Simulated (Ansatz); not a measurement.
# TiH (quartet): the correlation ladder at distance Ti1–H2 = 4.635 Å, def2-TZVP

One table from this session's results is given with a row withheld; the runs are named, their logs left out.

Computed with Ansatz 0.2.0, Gaussian basis. Level: def2-TZVP, core rule «outside noble gas», up to 9 orbitals frozen.

The runs, in order: UHF; CCSD(T) on ROHF; CCSD(T) on UHF; CISD as a restricted active space (open shells left free, so some higher excitations enter); CCSDT(Q) on ROHF; CCSDT(Q) on UHF; CASSCF and MRCISD+Q, 5 electrons in 5 orbitals; CASSCF and NEVPT2, 5 electrons in 5 orbitals; Full CI.

47 further runs of the same task are left out: 33 for a known fault of the program, 12 that didn't finish, 2 set aside as unsound or not needed. Runs told in other sessions of the task aren't counted.

### The geometry

The geometry derives from a PBE0/def2-TZVP stationary point (not a proven minimum). One bond is set to the value named and the two fragments are kept rigid.

2 atoms, charge 0, spin multiplicity 4.

Atoms are counted from 1 here; the program's logs count them from 0.

No contacts short enough for the rule that draws bonds.

Set-up of the first run:

Input file in.yaml:

```yaml
crystal:
  periodic: [false, false, false]
  atoms:
    - {symbol: Ti, position_ang: [0.000000, 0.000000, 0.000000]}
    - {symbol: H, position_ang: [0.000000, 0.000000, 4.635000]}
basis:
  gaussian: {orbitals: def2-TZVP}
magnetization: {spin_polarized: true, initial_magnetization: 3}
hamiltonian: {xc: hf}
output: {orbitals: {seedname: orbitals}}
```

Command:

```sh
ansatz run in.yaml --threads 1 --pin off --events-out ev --progress --plain --max-ram 2393MiB
```

Steps of the session up to this table: UHF; CCSD(T) on ROHF; CCSD(T) on UHF; CISD as a restricted active space (open shells left free, so some higher excitations enter); CCSDT(Q) on ROHF; CCSDT(Q) on UHF; CASSCF and MRCISD+Q, 5 electrons in 5 orbitals; CASSCF and NEVPT2, 5 electrons in 5 orbitals; Full CI.

One table of the session follows, with a row left open; its other results are not shown here.

```
       method  from FCI (kJ/mol)
         ROHF             +131.4
          UHF             +122.8
         RMP2              +39.1
         UMP2                  ?
         CISD               +6.4
        RCCSD               +5.2
        UCCSD               -1.4
     RCCSD(T)               +1.8
     UCCSD(T)               -4.8
       RCCSDT               +0.1
       UCCSDT               -6.4
    RCCSDT(Q)                0.0
    UCCSDT(Q)               -6.4
  CASSCF pair             +100.1
  NEVPT2 pair              +45.0
  MRCISD pair               +6.1
MRCISD+Q pair               +0.8
          FCI                  0
```

**Question.** Estimate the row for UMP2.

As computed: from FCI (kJ/mol): +32.5. In the column «from FCI (kJ/mol)» it lies between CISD (+6.4) and RMP2 (+39.1).

Caveats from the session: UCCSD, UCCSD(T), UCCSDT, UCCSDT(Q) fall below full CI: unrestricted runs freeze a spin-polarised core, another one than full CI's, and coupled cluster isn't variational. Levels on UHF freeze UHF's core orbitals, full CI those of ROHF, so the U rows can settle a little off it for that reason alone. Restricted and unrestricted rows rest on different reference determinants; a gap between their highest levels can come from leftover correlation error, from unlike frozen cores or from another state.
